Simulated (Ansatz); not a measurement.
What does this script print? It uses Ansatz 0.2.0, Python API.

`berry_cdh2o2.py`
```python
# -*- coding: utf-8 -*-
"""Berry-phase polarisation of CdH2O2, and a Born charge from a small shift."""

from dataclasses import dataclass

import ansatz
import numpy as np


@dataclass
class Settings:
    functional: str = "mr2scan"
    ecut: int = 300
    kmesh: tuple[int, ...] = (8, 8, 5)
    occupations: str = "fixed"


settings = Settings()

vectors = np.array([
    [3.515526, 0.0, 0.0],
    [-1.757763, 3.044535, 0.0],
    [0.0, 0.0, 4.642979],
])
xtal = (
    ansatz.Lattice.of(vectors)
    .atom("Cd", (0.0, 0.0, 0.0))
    .atom("H", (2 / 3, 1 / 3, 0.550961))
    .atom("H", (1 / 3, 2 / 3, 0.449039))
    .atom("O", (2 / 3, 1 / 3, 0.759372))
    .atom("O", (1 / 3, 2 / 3, 0.240628))
)

def berry(structure):
    return (
        structure.calculation()
        .functional(settings.functional)
        .pseudopotentials("paw")
        .basis(settings.ecut, xc_grid=1)
        .accuracy("medium")
        .kpoints(*settings.kmesh, shift=0.5)
        .occupations(settings.occupations)
        .polarization(string_points=6)
        .run()
        .polarization()
    )


vectors = np.array(xtal.lattice.vectors)
shifted = xtal.move(2, to=np.array(xtal.sites[2].position) + 0.01 * np.linalg.inv(vectors)[0])
before, after = berry(xtal), berry(shifted)
for label, p in (("as typed", before), ("shifted", after)):
    print(label, "reduced polarisation:", [round(axis.reduced, 4) for axis in p.axes], "modulo", p.modulus)
# take the change on the nearest branch, then turn it into a dipole per cell
change = np.array([b.reduced - a.reduced for a, b in zip(before.axes, after.axes)])
change -= before.modulus * np.round(change / before.modulus)
dipole = change @ vectors
print("dipole change (e A):", np.round(dipole, 4) + 0.0)
print("column of the Born charge of", xtal.sites[2].symbol, "for a shift along x:", np.round(dipole / 0.01, 2) + 0.0)
```

Running `python berry_cdh2o2.py` prints:
```text
DeckWarning: basis.ecutwfc = 300 eV is below the records' recommended 500 eV, and the density's cutoff is lower with it unless basis.ecutrho_ratio is high enough to keep the records' density cutoff: compare with a run at a higher cutoff
DeckWarning: crystal.symmetry: narrowed to the stabiliser of the k-point mesh — unitary ops 12 → 4; excluded 8 operations that carry a point of the 8×8×5 mesh (shift [0.5, 0.5, 0.5]) off the mesh [...]
as typed reduced polarisation: [7.0, 7.0, 7.0] modulo 1
shifted reduced polarisation: [7.001, 7.0, 7.0] modulo 1
dipole change (e A): [0.0035 0.     0.    ]
column of the Born charge of H for a shift along x: [0.35 0.   0.  ]
```
(Warnings from the package without file and line, shortened.)

What to keep in mind:
- The settings weren't tested for convergence.
- The cutoff lies under the one recommended for these potentials.
- xc_grid=1 is under the default for a meta-GGA and makes forces and stresses depend on the grid.
- This cell is a computed structure, which may not be the phase found in nature.
- Polarisation is defined up to a quantum, so only the change along a continuous path has meaning.
- Timing: 56 s on 1 thread of Arm Neoverse V2, with other jobs on the host, peak memory 0.47 GiB.
